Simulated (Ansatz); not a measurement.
# C₆H₃ClHf: a ladder of functionals and wavefunction methods

The task here is to estimate one member of a computed series from the others.

The runs use Ansatz 0.2.0, Gaussian basis; functionals in def2-TZVPP, the program's frozen cores in correlated methods.

Plan: LDA (SPW92), PBE-D4, revPBE-D4, BLYP-D4, r2SCAN-D4, B97M-V, PBE0-D4, B3LYP-D4, r2SCANh-D4, r2SCAN0-D4, HSE06-D4, BHLYP-D4, CAM-B3LYP-D4, LC-ωPBE, ωB97X-V, ωB97M-V, B2PLYP, PBE-QIDH; CCSD(T)/def2-SVP; MP2/def2-TZVPP; MP2/def2-QZVPP; RPA on PBE.

2 further runs of the same task are left out: 2 for a known fault of the program. Runs told in other sessions of the task aren't counted.

### Structure used throughout

The geometry comes from an earlier relaxation with PBE0-D4 in a triple-zeta def2 set; it is a stationary point, not always the lowest conformer. Hf takes the def2 core potential; no spin-orbit term is included.

SMILES `C#[C][Hf]([Cl])([C]#C)[C]#C`, 11 atoms, charge 0, spin multiplicity 1.

Atoms are counted from 1 here; the program's logs count them from 0.

Bond lengths: C1–C2 1.216 Å, C1–H9 1.067 Å, C2–Hf3 2.163 Å, Hf3–Cl4 2.328 Å, Hf3–C5 2.163 Å, Hf3–C7 2.163 Å, C5–C6 1.216 Å, C6–H10 1.067 Å, C7–C8 1.216 Å, C8–H11 1.067 Å. Angles: C2–C1–H9 180.0°, C1–C2–Hf3 179.2°, C2–Hf3–Cl4 110.1°, C2–Hf3–C5 108.9°, C2–Hf3–C7 108.9°, Cl4–Hf3–C5 110.0°, Cl4–Hf3–C7 110.0°, C5–Hf3–C7 108.9°, Hf3–C5–C6 179.2°, C5–C6–H10 180.0°, Hf3–C7–C8 179.2°, C7–C8–H11 180.0°.

Set-up of the first run:

File in.yaml:

```yaml
crystal:
  periodic: [false, false, false]
  atoms:
    - {symbol: C, position_ang: [2.759827, -0.892624, -1.347522]}
    - {symbol: C, position_ang: [1.841817, -0.314723, -0.798938]}
    - {symbol: Hf, position_ang: [0.191062, 0.687549, 0.174782]}
    - {symbol: Cl, position_ang: [0.795126, 2.866721, 0.729503]}
    - {symbol: C, position_ang: [-0.340622, -0.411439, 1.960017]}
    - {symbol: C, position_ang: [-0.642800, -1.042906, 2.953791]}
    - {symbol: C, position_ang: [-1.505658, 0.707687, -1.166231]}
    - {symbol: C, position_ang: [-2.459286, 0.702163, -1.920032]}
    - {symbol: H, position_ang: [3.565527, -1.400777, -1.829344]}
    - {symbol: H, position_ang: [-0.908304, -1.598121, 3.826005]}
    - {symbol: H, position_ang: [-3.296698, 0.696461, -2.582022]}
basis:
  gaussian: {orbitals: def2-TZVPP}
hamiltonian: {xc: lda}
output: {orbitals: {seedname: orbitals}}
```

Started as:

```bash
$ ansatz run in.yaml --threads 4 --pin off --events-out ev --progress --plain --max-ram 11315MiB
```

Steps of the session up to this table: LDA; PBE-D4 (GGA); revPBE-D4 (GGA); BLYP-D4 (GGA); r2SCAN-D4 (meta-GGA); B97M-V (meta-GGA); B3LYP-D4 (hybrid); r2SCANh-D4 (hybrid); r2SCAN0-D4 (hybrid); HSE06-D4 (hybrid); BHLYP-D4 (hybrid); CAM-B3LYP-D4 (range-separated); LC-ωPBE (range-separated); ωB97X-V (range-separated); ωB97M-V (range-separated); B2PLYP (double hybrid); PBE-QIDH (double hybrid).

One of the session's tables, all rows but one given; the rest of the session is left out.

It belongs to the step «Orbital energies across the functionals». 

| functional | HOMO (eV) | LUMO (eV) | gap (eV) |
| --- | --- | --- | --- |
| LDA (SPW92) | -7.34 | -3.47 | 3.87 |
| PBE-D4 | ? | ? | ? |
| revPBE-D4 | -7.05 | -3.11 | 3.95 |
| BLYP-D4 | -6.94 | -3.05 | 3.89 |
| r2SCAN-D4 | -7.36 | -3.05 | 4.31 |
| B97M-V | -7.30 | -2.98 | 4.33 |
| PBE0-D4 | -8.29 | -2.43 | 5.86 |
| B3LYP-D4 | -8.03 | -2.60 | 5.43 |
| r2SCANh-D4 | -7.80 | -2.76 | 5.03 |
| r2SCAN0-D4 | -8.45 | -2.33 | 6.12 |
| HSE06-D4 | -7.89 | -2.80 | 5.09 |
| BHLYP-D4 | -9.26 | -1.46 | 7.80 |
| CAM-B3LYP-D4 | -9.60 | -1.37 | 8.23 |
| LC-ωPBE | -11.05 | -0.28 | 10.77 |
| ωB97X-V | -10.61 | -0.35 | 10.27 |
| ωB97M-V | -10.49 | -0.43 | 10.06 |

**Question.** Estimate the row for PBE-D4.

As computed: HOMO (eV): -7.13; LUMO (eV): -3.20; gap (eV): 3.92. In the column «HOMO (eV)» it lies between B97M-V (-7.30) and revPBE-D4 (-7.05).
